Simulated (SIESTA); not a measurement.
Ti5Si:

```
Ti Si
1.0
     2.52284    1.45656    4.44090
    -2.52284    1.45656    4.44090
     0.00000   -2.91312    4.44090
Ti Si
5 1
Direct
  0.39465 0.00000 0.60535
  0.84856 0.84856 0.84856
  0.00000 0.60535 0.39465
  0.60535 0.39465 0.00000
  0.15144 0.15144 0.15144
  0.50000 0.50000 0.50000
```

The cell comes from a database or a generator and needn't be the stable form of this composition.

* Program: SIESTA 5.4.2
* Task: single point
* Functional: PBE
* Potentials or basis: PseudoDojo 0.4 standard (PBE files)
* Basis: DZP (energy shift 0.003 Ry; two zetas on semicore shells)
* Grid cutoff: 800 Ry
* Energy shift: 0.003 Ry
* k mesh: 7 × 7 × 7
* Occupations: fermi-dirac, width 0.05 eV
* Spin: no spin polarisation

On this cell: pressure 0.6 GPa; largest force 0.010 eV/Å; band gap on the k mesh none (metal or under the smearing width).

The same run follows on a disturbed copy (atoms moved at random, drawn with an rms of 0.05 Å):

```
Ti Si
1.0
     2.52284    1.45656    4.44090
    -2.52284    1.45656    4.44090
     0.00000   -2.91312    4.44090
Ti Si
5 1
Direct
  0.39835 0.98550 0.61101
  0.86286 0.83453 0.84234
  0.00791 0.59569 0.39357
  0.60720 0.39633 0.00093
  0.14879 0.15830 0.15417
  0.49049 0.50583 0.49841
```

What changes?

The energy (extrapolated to zero smearing) moves by +12.8 meV/atom; pressure 1.1 GPa; largest force 0.662 eV/Å; band gap on the k mesh none (metal or under the smearing width).

Forces in eV/Å, atoms in the order of the input:
```
Ti  -0.346  0.412  0.386
Ti  -0.530 -0.143  0.261
Ti  -0.441 -0.051 -0.073
Ti   0.451 -0.133 -0.398
Ti   0.398 -0.104 -0.376
Si   0.467  0.019  0.200
```

Stress tensor (GPa, compression positive):
```
 1.26  0.44  0.06
 0.44  0.49 -0.11
 0.06 -0.11  1.49
```

Caveats: the basis of atomic orbitals isn't converged, which shifts pressures, moduli and gaps.
